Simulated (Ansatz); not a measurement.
# CoH: the cost of one run

Computed with Ansatz 0.2.0, Gaussian basis. Level: def2-TZVPP, all electrons in the functionals.

To be run: PBE, BLYP, r2SCAN, PBE0, B3LYP, wB97M-V, at charge 0, quintet; charge 0, triplet; charge 0, septet; charge 1, quartet; charge 1, sextet (not every functional at every point).

3 further runs of the same task are left out: 3 set aside as unsound or not needed.

**1. The system**

The geometry is a PBE0/def2-TZVP stationary point (not a proven minimum).

2 atoms, charge 0, spin multiplicity 5.

Atoms are counted from 1 here; the program's logs count them from 0.

Bond lengths: Co1–H2 1.633 Å.

Coordinates:

```
Co    0.00000    0.00000    0.00000
H     0.00000    0.00000    1.63320
```

No dispersion term is added; wB97M-V holds VV10 nonlocal correlation. B3LYP takes the VWN-RPA correlation.

The geometry shown and the zero of energy belong to the point charge 0, quintet. The yardstick, UCCSD(T), and other wave-function levels (R restricted, U unrestricted, valence and pair active spaces) come from earlier runs.

**2. PBE, charge 0, quintet**

in.yaml reads:

```yaml
crystal:
  periodic: [false, false, false]
  atoms:
    - {symbol: Co, position_ang: [0.000000, 0.000000, 0.000000]}
    - {symbol: H, position_ang: [0.000000, 0.000000, 1.633200]}
basis:
  gaussian: {orbitals: def2-TZVPP}
magnetization: {spin_polarized: true, initial_magnetization: 4}
hamiltonian: {xc: {name: PBE}}
output: {orbitals: {seedname: orbitals}}
```

Started as:

```sh
ansatz run in.yaml --threads 1 --pin off --events-out ev --progress --plain --max-ram 4096MiB --backend cpu
```

Q: Estimate wall time and peak memory on 1 thread of AMD EPYC 7R13, shared host.

About 12 s, with a peak of 0.26 GiB.
